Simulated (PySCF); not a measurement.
# CuF2 (CuF2): the cost of one run

Computed with PySCF 2.14.0 and routines of our own; the level stands in each step. Atoms count from 0.

## 1. The system as given

3 atoms, charge 0, states of the metal's open shell are computed; geometry from: model start, shaken.

## 2. Geometry optimisation at PBE0-D3(BJ)/def2-TZVP

What the job is given:

```
{"job": {"xc": "PBE0", "basis": "def2-TZVP", "d3": "d3bj", "grid": 1, "maxiter": 45, "kind": "geom"}, "charge": 0, "metal": "Cu", "open_shell": "d9"}
Cu     0.000020     0.004480    -0.004110
F     -0.013360    -0.006820     1.775130
F      0.000900     0.020100    -1.797380
```

Command:

```console
OMP_NUM_THREADS=1 python lf_run.py task.json out
```

The driver reads the jobs from task.json and runs them one after another.

**Question.** How long does this first job take on 1 thread of Arm Neoverse V1, shared host, and how much memory does it need?

About 17 s, with a peak of 0.36 GiB.
